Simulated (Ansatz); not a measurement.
**CH8BGaSi: up Jacob's ladder to CCSD(T)**

Aim: compute CH8BGaSi with functionals from several rungs and with coupled cluster, and see how far each lands from CCSD(T) at the basis-set limit for the atomisation energy.

The runs use Ansatz 0.2.0, Gaussian basis; functionals in def2-TZVPP, the program's frozen cores in correlated methods.

Levels to be run: LDA (SPW92), PBE-D4, revPBE-D4, BLYP-D4, r2SCAN-D4, B97M-V, PBE0-D4, B3LYP-D4, r2SCANh-D4, r2SCAN0-D4, HSE06-D4, BHLYP-D4, CAM-B3LYP-D4, LC-ωPBE, ωB97X-V, ωB97M-V, B2PLYP, PBE-QIDH; CCSD(T)/def2-SVP; CCSD(T)/def2-TZVPP; MP2/def2-QZVPP; extrapolation to the limit; RPA on PBE.

### Step 1. Structure used throughout

The geometry comes from an earlier relaxation with PBE0-D4 in a triple-zeta def2 set; it is a stationary point, not always the lowest conformer.

12 atoms, charge 0, spin multiplicity 1.

Atoms are counted from 1 here; the program's logs count them from 0.

Bond lengths: B1–Ga2 2.059 Å, B1–H5 1.199 Å, B1–H6 1.199 Å, Ga2–Si3 2.424 Å, Ga2–H7 1.581 Å, Si3–C4 1.881 Å, Si3–H8 1.493 Å, Si3–H9 1.496 Å, C4–H10 1.092 Å, C4–H11 1.092 Å, C4–H12 1.092 Å. Angles: Ga2–B1–H5 122.2°, Ga2–B1–H6 121.9°, H5–B1–H6 115.8°, B1–Ga2–Si3 123.0°, B1–Ga2–H7 121.1°, Si3–Ga2–H7 115.9°, Ga2–Si3–C4 114.2°, Ga2–Si3–H8 110.6°, Ga2–Si3–H9 107.0°, C4–Si3–H8 109.5°, C4–Si3–H9 109.3°, H8–Si3–H9 105.9°, Si3–C4–H10 110.9°, Si3–C4–H11 110.6°, Si3–C4–H12 110.8°, H10–C4–H11 108.4°, H10–C4–H12 108.2°, H11–C4–H12 107.8°.

### Step 2. LDA

This LDA is Slater exchange with PW92 correlation.

in.yaml reads:

```yaml
crystal:
  periodic: [false, false, false]
  atoms:
    - {symbol: B, position_ang: [-0.833904, 2.959587, 0.527461]}
    - {symbol: Ga, position_ang: [0.382938, 1.352087, 0.107117]}
    - {symbol: Si, position_ang: [-0.472409, -0.877797, -0.308235]}
    - {symbol: C, position_ang: [0.818486, -2.237795, -0.163211]}
    - {symbol: H, position_ang: [-1.314897, 3.639802, -0.334684]}
    - {symbol: H, position_ang: [-1.136506, 3.249316, 1.650945]}
    - {symbol: H, position_ang: [1.951981, 1.520019, 0.009873]}
    - {symbol: H, position_ang: [-1.617239, -1.179055, 0.602119]}
    - {symbol: H, position_ang: [-1.037725, -0.877537, -1.693170]}
    - {symbol: H, position_ang: [0.386980, -3.212578, -0.401846]}
    - {symbol: H, position_ang: [1.649756, -2.052776, -0.846849]}
    - {symbol: H, position_ang: [1.222540, -2.283273, 0.850489]}
basis:
  gaussian: {orbitals: def2-TZVPP}
hamiltonian: {xc: lda}
output: {orbitals: {seedname: orbitals}}
```

On the command line:

```bash
$ ansatz run in.yaml --threads 4 --pin off --events-out ev --progress --plain --max-ram 10444MiB
```

Further steps of the session: PBE-D4 (GGA); revPBE-D4 (GGA); BLYP-D4 (GGA); r2SCAN-D4 (meta-GGA); B97M-V (meta-GGA); B3LYP-D4 (hybrid); r2SCANh-D4 (hybrid); r2SCAN0-D4 (hybrid); HSE06-D4 (hybrid); BHLYP-D4 (hybrid); CAM-B3LYP-D4 (range-separated); LC-ωPBE (range-separated); ωB97X-V (range-separated); ωB97M-V (range-separated); B2PLYP (double hybrid); PBE-QIDH (double hybrid); CCSD(T) in def2-SVP; CCSD(T) in def2-TZVPP; MP2 in def2-QZVPP; RPA on PBE orbitals.

Q: Predict the results of all the runs planned. Wanted: atomisation energy, CCSD(T)/CBS; farthest beyond LDA; mean size of error, GGA; mean size of error, meta-GGA; mean size of error, hybrid; mean size of error, range-separated; mean size of error, double hybrid; gap, smallest and largest; T1 diagnostic.

**Answer**, as computed:

| quantity | value |
| --- | --- |
| atomisation energy, CCSD(T)/CBS | 38.363 eV |
| functionals within 0.384 eV (1.0 %) | PBE-D4, r2SCAN-D4, B97M-V, PBE0-D4, B3LYP-D4, r2SCANh-D4, r2SCAN0-D4, HSE06-D4, CAM-B3LYP-D4, LC-ωPBE, ωB97X-V, ωB97M-V, PBE-QIDH |
| farthest beyond LDA | revPBE-D4 (-0.639 eV) |
| mean size of error, GGA | 0.377 eV |
| mean size of error, meta-GGA | 0.267 eV |
| mean size of error, hybrid | 0.124 eV |
| mean size of error, range-separated | 0.131 eV |
| mean size of error, double hybrid | 0.312 eV |
| gap, smallest and largest | 2.70 eV (LDA (SPW92)), 9.58 eV (LC-ωPBE) |
| T1 diagnostic | 0.0132 |
| triples share of the correlation energy | 3.6 % |

The LDA atomisation energy is off by 4.305 eV (11 %): it overbinds. PBE-D4 misses by +0.011 eV. Double hybrids carry the basis error of their MP2 part in triple zeta, and no dispersion term here, so their miss is partly the set-up's. The rungs hybrid, range-separated, meta-GGA, double hybrid, GGA miss on average by less than the doubt on the reference (0.384 eV), so they tie. The reference freezes the cores and leaves out relativity and excitations past (T), and its outer-core shells are covered unevenly, so misses under about 0.384 eV can't be ranked. Hartree-Fock recovers 77 % of the binding; the rest is correlation. CCSD(T) in def2-SVP is off by -1.985 eV, worse than the median functional, from the basis alone. Orbital gaps span 2.7 to 9.6 eV; exact exchange widens them. Correlated methods include outer-core shells of Ga, which these sets cover unevenly.
